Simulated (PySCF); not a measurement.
# H6O3SSiTi ((OH)3Ti-S-SiH3): the cost of one run

The runs use PySCF 2.14.0, with density-fitted response routines of our own; the level of theory stands in each step. All values are computed, except where a source is named. Atoms are numbered from 0 throughout.

## Step 1: The molecule as given

12 atoms, charge 0, multiplicity 1; geometry from: GFN2-xTB. The atoms were then displaced at random by about 0.03 Å, so the start is not that level's minimum.

Bonds of the start (Å): Ti0–O1 1.81, Ti0–O2 1.70, Ti0–O3 1.71, Ti0–S4 2.34, O1–H6 0.92, O2–H7 0.92, O3–H8 0.94, S4–Si5 2.17, Si5–H9 1.46, Si5–H10 1.42, Si5–H11 1.52.

## Step 2: Relaxing the molecule at PBE0-D3(BJ)/def2-SVP

The job: settings as JSON, then the geometry in Å.

```
{"job": {"xc": "PBE0", "basis": "def2-SVP", "d3": "d3bj", "grid": 1, "maxiter": 40, "shake": 0.03, "kind": "geom"}, "charge": 0, "multiplicity": 1}
Ti    -0.179570    -1.064920     0.175440
O     -1.453720     0.126530     0.668970
O     -1.000720    -2.399820    -0.495710
O      1.201670    -1.159500     1.180000
S      0.674570    -0.009270    -1.733010
Si     0.608130     1.876710    -0.657010
H     -2.329790     0.289140     0.898390
H     -1.050080    -3.312120    -0.614350
H      1.739150    -1.356570     1.929690
H     -0.719770     2.474410    -0.720420
H      1.547520     2.682880    -1.360470
H      1.078070     1.769790     0.779480
```

Run with:

```bash
> OMP_NUM_THREADS=1 python probes_run.py task.json out
```

One launch serves the whole session: the jobs run in the order shown.

**Question.** How long does this first job take on 1 thread of Arm Neoverse N1, shared host, and how much memory does it need?

About 8.3 min, with a peak of 0.54 GiB.
